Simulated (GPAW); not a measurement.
Here is a GPAW 26.7.0 calculation.

run.py

```python
from ase.dft.bandgap import bandgap
from ase.io import read, write
from ase.units import Bohr, GPa
from gpaw import GPAW, PW
from gpaw.elf import elf_from_dft_calculation

atoms = read('POSCAR')

calc = GPAW(mode=PW(600),
            xc='PBE',
            kpts={'size': (8, 8, 8), 'gamma': True},
            occupations={'name': 'fermi-dirac', 'width': 0.05},
            nbands=11,
            convergence={'density': 1e-05, 'energy': 1e-05},
            maxiter=150,
            txt='gpaw.txt')
atoms.calc = calc
energy = atoms.get_potential_energy()
forces = atoms.get_forces()
stress = atoms.get_stress()
calc.write('gs.gpw')
write('result.traj', atoms)
print(f'Energy: {energy:.6f} eV')
print('Forces (eV/A):')
print(forces.round(4))
print('Stress (GPa):', (stress / GPa).round(3))
print('Fermi level:', round(calc.get_fermi_level(), 4), 'eV')
print(f'Gap: {bandgap(calc)[0]:.4f} eV, direct: {bandgap(calc, direct=True)[0]:.4f} eV')

# fields on the real-space grid
write('density.cube', atoms, data=calc.get_pseudo_density() * Bohr**3)
write('potential.cube', atoms, data=calc.get_electrostatic_potential())
write('elf.cube', atoms, data=elf_from_dft_calculation(calc).data)

path = atoms.cell.bandpath('GXWKGLUWLK,UX', npoints=60, eps=1e-4)
bs_calc = calc.fixed_density(kpts=path, symmetry='off', nbands=21,
                             convergence={'bands': 'CBM+6.0', 'eigenstates': 1e-6}, txt='bands.txt')
bs = bs_calc.band_structure()
bs.write('bs.json')
print(f'Gap on the path: {bandgap(bs_calc)[0]:.4f} eV')
```

The input POSCAR:

```
GaGe
1.0
    0.0000000000      2.8978440000      2.8978440000
    2.8978440000      0.0000000000      2.8978440000
    2.8978440000      2.8978440000      0.0000000000
Ge Ga
1 1
Direct
    0.0000000000      0.0000000000      0.0000000000
    0.2500000000      0.2500000000      0.2500000000
```

Potentials or basis: GPAW PAW data sets (gpaw-data 1.2.1), pw.

Launch:

```console
$ OMP_NUM_THREADS=1 python run.py
```

**Question.** Predict the band gap along the path.

**Answer.** None (metal or under the smearing width).

**Question.** What does it give for the pressure?

**Answer.** 0.8 GPa.

Levels at the corners of the path, in eV from the Fermi level:
| point | band 1 | band 2 | band 3 | band 4 | band 5 | band 6 | band 7 | band 8 |
| --- | --- | --- | --- | --- | --- | --- | --- | --- |
| Γ | -10.52 | 1.69 | 1.69 | 1.69 | 2.13 | 4.38 | 4.38 | 4.38 |
| X | -7.57 | -5.79 | -1.25 | -1.25 | 2.33 | 2.44 | 11.04 | 11.04 |
| W | -7.50 | -5.63 | -2.16 | -2.04 | 5.80 | 5.82 | 6.17 | 6.48 |
| K | -7.65 | -5.57 | -2.53 | -0.82 | 2.80 | 5.61 | 8.77 | 8.90 |
| Γ | -10.52 | 1.69 | 1.69 | 1.69 | 2.13 | 4.38 | 4.38 | 4.38 |
| L | -8.61 | -5.35 | 0.39 | 0.39 | 2.09 | 5.36 | 5.36 | 8.21 |
| U | -7.65 | -5.57 | -2.53 | -0.82 | 2.80 | 5.61 | 8.77 | 8.90 |
| W | -7.50 | -5.63 | -2.16 | -2.04 | 5.80 | 5.82 | 6.17 | 6.48 |
| L | -8.61 | -5.35 | 0.39 | 0.39 | 2.09 | 5.36 | 5.36 | 8.21 |
| K | -7.65 | -5.57 | -2.53 | -0.82 | 2.80 | 5.61 | 8.77 | 8.90 |
| U | -7.65 | -5.57 | -2.53 | -0.82 | 2.80 | 5.61 | 8.77 | 8.90 |
| X | -7.57 | -5.79 | -1.25 | -1.25 | 2.33 | 2.44 | 11.04 | 11.04 |
